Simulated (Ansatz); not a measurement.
# Ta3Ru2: sliding across a plane

The task, for Ta3Ru2: slide the crystal rigidly across a (0 0 1) plane.

Program: Ansatz 0.2.0. Level of theory: DFT PBEsol, scalar-relativistic, plane waves, PAW. These are calculated values, not measurements.

## (1) The starting structure

Symmetry: P4/mmm, No. 123, tetragonal system. Conventional cell: a = 3.189 Å, b = 3.189 Å, c = 15.636 Å, α = 90.00°, β = 90.00°, γ = 90.00°. Ta (site symmetry 4mm) is surrounded by 4 Ru at 2.78 Å and 10 Ta at 2.79 to 3.28 Å. Ta (site symmetry 4mm) is surrounded by 8 Ru at 2.71 to 2.72 Å and 6 Ta at 3.05 to 3.19 Å. Ta (site symmetry 4/mmm) is surrounded by 8 Ru at 2.72 Å and 6 Ta at 3.05 to 3.19 Å. Ta (site symmetry 4/mmm) has 12 Ta at 2.79 to 3.19 Å as nearest neighbours. Ru (site symmetry 4mm) is surrounded by 8 Ta at 2.71 to 2.78 Å and 1 Ru at 3.03 Å. Ru (site symmetry 4mm) is surrounded by 8 Ta at 2.72 Å and 6 Ru at 3.03 to 3.19 Å.

Coordinates:

```
Ta Ru
1.0
    -3.18895    0.00000    0.00000
     0.00000   -3.18895    0.00000
     0.00000    0.00000   15.63590
Ta Ru
6 4
Cartesian
  -3.1889 0.0000 13.9974
  -3.1889 0.0000 1.6385
  -3.1889 -3.1889 4.7651
  -3.1889 -3.1889 7.8180
  -3.1889 -3.1889 10.8708
  -1.5945 -1.5945 0.0000
  -1.5945 -1.5945 3.2643
  -1.5945 -1.5945 6.2949
  -1.5945 -1.5945 9.3410
  -1.5945 -1.5945 12.3716
```

It goes back to an entry of the Materials Project, which need not be the stable form.

It is the result of an earlier relaxation at this level (volume 15.90 Å³/atom; gap on the mesh: none (metal)).

## (2) Zero of energy

The reference gives a free energy of -82107.6839 eV, pressure 0.01 GPa, largest force 0.018 eV/Å and gap on the mesh none (metal). It was computed beforehand with the settings of the runs below.

## (3) Next: sliding across a plane

The cut lies on the cell's a–b face, a (0 0 1) plane of area 10.17 Å², between layers 1.64 Å apart (Ta below, Ta above); the cell is 15.6 Å thick. Vector c is tilted by f times 1·a + 0·b (length 3.189 Å) with the atoms' Cartesian places fixed: one unrelaxed fault per cell.

## (4) f = 0.200

input.yaml reads:

```yaml
crystal:
  lattice:
    - [-3.1889496264, 0.0, 0.0]
    - [0.0, -3.1889496264, 0.0]
    - [-0.6377899253, 0.0, 15.6359032188]
  atoms:
    - { symbol: Ta, position: [0.8314387604, 0.0, 0.8428061979] }
    - { symbol: Ta, position: [0.9895212396, 0.0, 0.0523938021] }
    - { symbol: Ta, position: [0.9495295156, 1.0, 0.252352422] }
    - { symbol: Ta, position: [0.91048, 1.0, 0.4476] }
    - { symbol: Ta, position: [0.8714304844, 1.0, 0.642847578] }
    - { symbol: Ta, position: [0.31048, 0.5, 0.9476] }
    - { symbol: Ru, position: [0.4687262448, 0.5, 0.1563687761] }
    - { symbol: Ru, position: [0.42996161, 0.5, 0.3501919502] }
    - { symbol: Ru, position: [0.39099839, 0.5, 0.5450080498] }
    - { symbol: Ru, position: [0.3522337552, 0.5, 0.7388312239] }
basis:
  ecutwfc: 420
kpoints:
  mp_grid: { grid: [12, 12, 3] }
hamiltonian:
  xc: pbesol
scf:
  occupations: { method: gaussian, width: 0.15 }
output:
  forces: true
  stress: true
  eigenvalues: true
```

Launch:

```console
ansatz run input.yaml --threads 2 --pin off --max-ram 5120MiB --backend cpu --events-out ev --progress --plain --runs-dir out
```

## (5) Point f = 0.400

input.yaml reads:

```yaml
crystal:
  lattice:
    - [-3.1889496264, 0.0, 0.0]
    - [0.0, -3.1889496264, 0.0]
    - [-1.2755798506, 0.0, 15.6359032188]
  atoms:
    - { symbol: Ta, position: [0.6628775208, 0.0, 0.8428061979] }
    - { symbol: Ta, position: [0.9790424792, 0.0, 0.0523938021] }
    - { symbol: Ta, position: [0.8990590312, 1.0, 0.252352422] }
    - { symbol: Ta, position: [0.82096, 1.0, 0.4476] }
    - { symbol: Ta, position: [0.7428609688, 1.0, 0.642847578] }
    - { symbol: Ta, position: [0.12096, 0.5, 0.9476] }
    - { symbol: Ru, position: [0.4374524896, 0.5, 0.1563687761] }
    - { symbol: Ru, position: [0.3599232199, 0.5, 0.3501919502] }
    - { symbol: Ru, position: [0.2819967801, 0.5, 0.5450080498] }
    - { symbol: Ru, position: [0.2044675104, 0.5, 0.7388312239] }
basis:
  ecutwfc: 420
kpoints:
  mp_grid: { grid: [12, 12, 3] }
hamiltonian:
  xc: pbesol
scf:
  occupations: { method: gaussian, width: 0.15 }
output:
  forces: true
  stress: true
  eigenvalues: true
```

## (6) At f = 0.100

input.yaml reads:

```yaml
crystal:
  lattice:
    - [-3.1889496264, 0.0, 0.0]
    - [0.0, -3.1889496264, 0.0]
    - [-0.3188949626, 0.0, 15.6359032188]
  atoms:
    - { symbol: Ta, position: [0.9157193802, 0.0, 0.8428061979] }
    - { symbol: Ta, position: [0.9947606198, 0.0, 0.0523938021] }
    - { symbol: Ta, position: [0.9747647578, 1.0, 0.252352422] }
    - { symbol: Ta, position: [0.95524, 1.0, 0.4476] }
    - { symbol: Ta, position: [0.9357152422, 1.0, 0.642847578] }
    - { symbol: Ta, position: [0.40524, 0.5, 0.9476] }
    - { symbol: Ru, position: [0.4843631224, 0.5, 0.1563687761] }
    - { symbol: Ru, position: [0.464980805, 0.5, 0.3501919502] }
    - { symbol: Ru, position: [0.445499195, 0.5, 0.5450080498] }
    - { symbol: Ru, position: [0.4261168776, 0.5, 0.7388312239] }
basis:
  ecutwfc: 420
kpoints:
  mp_grid: { grid: [12, 12, 3] }
hamiltonian:
  xc: pbesol
scf:
  occupations: { method: gaussian, width: 0.15 }
output:
  forces: true
  stress: true
  eigenvalues: true
```

## (7) f = 0.300

input.yaml reads:

```yaml
crystal:
  lattice:
    - [-3.1889496264, 0.0, 0.0]
    - [0.0, -3.1889496264, 0.0]
    - [-0.9566848879, 0.0, 15.6359032188]
  atoms:
    - { symbol: Ta, position: [0.7471581406, 0.0, 0.8428061979] }
    - { symbol: Ta, position: [0.9842818594, 0.0, 0.0523938021] }
    - { symbol: Ta, position: [0.9242942734, 1.0, 0.252352422] }
    - { symbol: Ta, position: [0.86572, 1.0, 0.4476] }
    - { symbol: Ta, position: [0.8071457266, 1.0, 0.642847578] }
    - { symbol: Ta, position: [0.21572, 0.5, 0.9476] }
    - { symbol: Ru, position: [0.4530893672, 0.5, 0.1563687761] }
    - { symbol: Ru, position: [0.3949424149, 0.5, 0.3501919502] }
    - { symbol: Ru, position: [0.3364975851, 0.5, 0.5450080498] }
    - { symbol: Ru, position: [0.2783506328, 0.5, 0.7388312239] }
basis:
  ecutwfc: 420
kpoints:
  mp_grid: { grid: [12, 12, 3] }
hamiltonian:
  xc: pbesol
scf:
  occupations: { method: gaussian, width: 0.15 }
output:
  forces: true
  stress: true
  eigenvalues: true
```

## (8) f = 0.500

input.yaml reads:

```yaml
crystal:
  lattice:
    - [-3.1889496264, 0.0, 0.0]
    - [0.0, -3.1889496264, 0.0]
    - [-1.5944748132, 0.0, 15.6359032188]
  atoms:
    - { symbol: Ta, position: [0.578596901, 0.0, 0.8428061979] }
    - { symbol: Ta, position: [0.973803099, 0.0, 0.0523938021] }
    - { symbol: Ta, position: [0.873823789, 1.0, 0.252352422] }
    - { symbol: Ta, position: [0.7762, 1.0, 0.4476] }
    - { symbol: Ta, position: [0.678576211, 1.0, 0.642847578] }
    - { symbol: Ta, position: [0.0262, 0.5, 0.9476] }
    - { symbol: Ru, position: [0.4218156119, 0.5, 0.1563687761] }
    - { symbol: Ru, position: [0.3249040249, 0.5, 0.3501919502] }
    - { symbol: Ru, position: [0.2274959751, 0.5, 0.5450080498] }
    - { symbol: Ru, position: [0.1305843881, 0.5, 0.7388312239] }
basis:
  ecutwfc: 420
kpoints:
  mp_grid: { grid: [12, 12, 3] }
hamiltonian:
  xc: pbesol
scf:
  occupations: { method: gaussian, width: 0.15 }
output:
  forces: true
  stress: true
  eigenvalues: true
```

(Steps that only read results are left out.)

Q: Predict the outcome of this session. Wanted: largest shear traction sampled.

As calculated:

| quantity | value |
| --- | --- |
| highest fault energy sampled | 6503 mJ/m² at f = 0.500 |
| largest shear traction sampled | 66.5 GPa |

In words: Of the points run, the one at f = 0.500 is highest, 6503 mJ/m². The values are for rigid blocks: relaxation normal to the plane would bring them down. Spin-orbit coupling is left out for Ta.
